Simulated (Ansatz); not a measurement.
# Ru2Se: the cost of one run

Program: Ansatz 0.2.0. Level of theory: DFT PBE, scalar-relativistic, plane waves, PAW. These are calculated values, not measurements.

### 1 The system as given

It takes space group P4_2/mnm (No. 136, tetragonal). Conventional cell: a = 5.560 Å, b = 5.560 Å, c = 3.581 Å, α = 90.00°, β = 90.00°, γ = 90.00°. Ru (site symmetry m2m) is surrounded by 3 Se at 2.35 to 2.41 Å. Se (site symmetry mmm) is surrounded by 6 Ru at 2.35 to 2.41 Å.

As a file:

```
CELL_PARAMETERS angstrom
5.55957 0.00000 0.00000
0.00000 5.55957 0.00000
0.00000 0.00000 3.58092
ATOMIC_POSITIONS crystal
Ru 0.30600 0.30600 0.00000
Ru 0.19400 0.80600 0.50000
Ru 0.69400 0.69400 0.00000
Ru 0.80600 0.19400 0.50000
Se 0.00000 0.00000 0.00000
Se 0.50000 0.50000 0.50000
```

(A quick probe on a coarse mesh, which set the mesh and smearing, is not shown.)

### 3 The relaxation

Contents of input.yaml:

```yaml
crystal:
  lattice:
    - [5.5595693362, 0.0, 0.0]
    - [0.0, 5.5595693362, 0.0]
    - [0.0, 0.0, 3.5809241763]
  atoms:
    - { symbol: Ru, position: [0.306, 0.306, 0.0] }
    - { symbol: Ru, position: [0.194, 0.806, 0.5] }
    - { symbol: Ru, position: [0.694, 0.694, 0.0] }
    - { symbol: Ru, position: [0.806, 0.194, 0.5] }
    - { symbol: Se, position: [0.0, 0.0, 0.0] }
    - { symbol: Se, position: [0.5, 0.5, 0.5] }
basis:
  ecutwfc: 420
kpoints:
  mp_grid: { grid: [8, 8, 10] }
hamiltonian:
  xc: pbe
scf:
  occupations: { method: gaussian, width: 0.1 }
output:
  forces: true
  stress: true
  eigenvalues: true
relax:
  adjacent_minimum: "off"
  f_tol: 0.01
  max_steps: 80
  cell: { stress_tol: 0.05 }
```

The run is started by

```
> ansatz run input.yaml --threads 1 --pin off --max-ram 2560MiB --backend cpu --events-out ev --progress --plain --runs-dir out
```

**Question.** How long does this run take on 1 thread of Arm Neoverse V2, shared host, and how much memory does it need?

About 2.4 min, with a peak of 0.66 GiB.
